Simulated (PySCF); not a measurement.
# InSe⁻ with other numerical set-ups

The method stays; parts of the set-up, such as the basis or the Hamiltonian, are changed.

Method: method and basis as typed in the scripts; program: PySCF 2.14.0.

2 further runs of the same task are left out: 2 that didn't finish.

## (1) Starting geometry

InSe⁻: 2 atoms, charge -1, spin multiplicity 1.

Bond lengths: In1–Se2 2.345 Å.

## (2) The run that the others are compared with

Input file input.py:

```python
from pyscf import gto, dft
from pyscf.geomopt.geometric_solver import optimize

mol = gto.M(
    atom='In 0 0 0; Se 0 0 2.345',
    basis='sbkjc',
    ecp={'In': 'sbkjc', 'Se': 'sbkjc'},
    charge=-1,
    spin=0,
    verbose=4,
)
mf = dft.RKS(mol, xc='b3lyp')
mf.kernel()
g = mf.nuc_grad_method()
g.grid_response = True
mol_eq = optimize(g.as_scanner(), maxsteps=30)
print('optimised geometry (angstrom)')
print(mol_eq.tostring('raw'))
print('orbital energies (hartree):', mf.mo_energy[..., max(0, mol.nelec[1]-3):mol.nelec[0]+3].round(4))
```

On the command line:

```console
$ OMP_NUM_THREADS=1 python input.py
```

Its log is not repeated here.

Base result: at the starting geometry E(SCF) = -198.659855 Eh, 12 cycles, optimised bond 2.520 Å in 5 steps; the optimisation lowers the energy by 0.204 eV.

## (3) Lanl2dz

Run 1 changes basis set: sbkjc → lanl2dz. The core potential changes with it: totals don't compare.

Input file input.py:

```python
from pyscf import gto, dft
from pyscf.geomopt.geometric_solver import optimize

mol = gto.M(
    atom='In 0 0 0; Se 0 0 2.345',
    basis='lanl2dz',
    ecp={'In': 'lanl2dz', 'Se': 'lanl2dz'},
    charge=-1,
    spin=0,
    verbose=4,
)
mf = dft.RKS(mol, xc='b3lyp')
mf.kernel()
g = mf.nuc_grad_method()
g.grid_response = True
mol_eq = optimize(g.as_scanner(), maxsteps=30)
print('optimised geometry (angstrom)')
print(mol_eq.tostring('raw'))
print('orbital energies (hartree):', mf.mo_energy[..., max(0, mol.nelec[1]-3):mol.nelec[0]+3].round(4))
```

On the command line:

```console
$ OMP_NUM_THREADS=1 python input.py
```

## (4) Integration grid 4

Run 2 changes integration grid: default → 4.

input.py, as its differences from that of step 2:

```diff
@@ -12,2 +12,3 @@
 mf = dft.RKS(mol, xc='b3lyp')
+mf.grids.level = 4
 mf.kernel()
```

## (5) Density fitting weigend

Run 3 changes density fitting: none → weigend.

input.py, as its differences from that of step 2:

```diff
@@ -12,2 +12,3 @@
 mf = dft.RKS(mol, xc='b3lyp')
+mf = mf.density_fit(auxbasis='weigend')
 mf.kernel()
```

## (6) Integration grid 2

Run 4 changes integration grid: default → 2.

input.py, as its differences from that of step 2:

```diff
@@ -12,2 +12,3 @@
 mf = dft.RKS(mol, xc='b3lyp')
+mf.grids.level = 2
 mf.kernel()
```

Q: Predict the outcome of this session. Wanted: for each run, E(SCF); from base; gap; after the SCF.

The runs gave:

```csv
run,E(SCF) (hartree),from base (eV),cycles,gap (eV),functions,after the SCF
base,-198.659855,0,12,3.97,39,"bond 2.520 Å, -0.204 eV"
lanl2dz,-11.199589,not comparable,9,3.59,16,"bond 2.518 Å, -0.180 eV"
integration grid 4,-198.659854,0.0000,12,3.97,39,"bond 2.520 Å, -0.204 eV"
density fitting weigend (poor choice),-198.130167,not comparable,12,3.98,39,"bond 2.446 Å, -0.068 eV"
integration grid 2,-198.659845,+0.0003,12,3.97,39,"bond 2.520 Å, -0.204 eV"
```

SCF columns refer to the geometry typed in the script.

In words: No change of the SCF energy comes from integration grid 4. Rows marked «poor choice» come from settings spoiled on purpose.
